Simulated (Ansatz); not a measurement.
**HfN+ (triplet): wave-function methods side by side, def2-QZVPP**

An exercise on one series of results from a longer session: the logs are not shown, and one member is left open.

Computed with Ansatz 0.2.0, Gaussian basis. Level: def2-QZVPP, core rule «outside noble gas», up to 5 orbitals frozen.

Plan: UHF; ROHF; CCSD(T) on UHF.

2 further runs of the same task are left out: 2 set aside as unsound or not needed.

## What is computed

The geometry is a PBE0/def2-TZVP stationary point (not a proven minimum) of the parent state, kept for this charge and spin. No spin-orbit coupling is included. Elements past krypton take def2 core potentials.

2 atoms, charge 1, spin multiplicity 3.

Atoms are counted from 1 here; the program's logs count them from 0.

Bond lengths: Hf1–N2 1.717 Å.

Set-up of the first run:

File in.yaml:

```yaml
crystal:
  periodic: [false, false, false]
  atoms:
    - {symbol: Hf, position_ang: [0.000000, 0.000000, 0.000000]}
    - {symbol: N, position_ang: [0.000000, 0.000000, 1.716545]}
basis:
  gaussian: {orbitals: "def2-QZVPP.json"}
total_charge: 1
magnetization: {spin_polarized: true, initial_magnetization: 2}
hamiltonian: {xc: hf}
output: {orbitals: {seedname: orbitals}}
```

Command:

```
ansatz run in.yaml --threads 1 --pin off --events-out ev --progress --plain --max-ram 4096MiB --backend cpu
```

Steps of the session up to this table: UHF; ROHF; CCSD(T) on UHF.

One table of the session follows, with a row left open; its other results are not shown here.

It belongs to the step «Misses and costs». 

| method | from UCCSD(T) (meV) |
| --- | --- |
| ROHF | +7591.7 |
| UHF | +7393.7 |
| UMP2 | +464.6 |
| UCCSD | ? |
| UCCSD(T) | 0 |

Estimate the missing values for UCCSD.

As computed: from UCCSD(T) (meV): +461.6. In the column «from UCCSD(T) (meV)» it lies between UCCSD(T) (0) and UMP2 (+464.6).
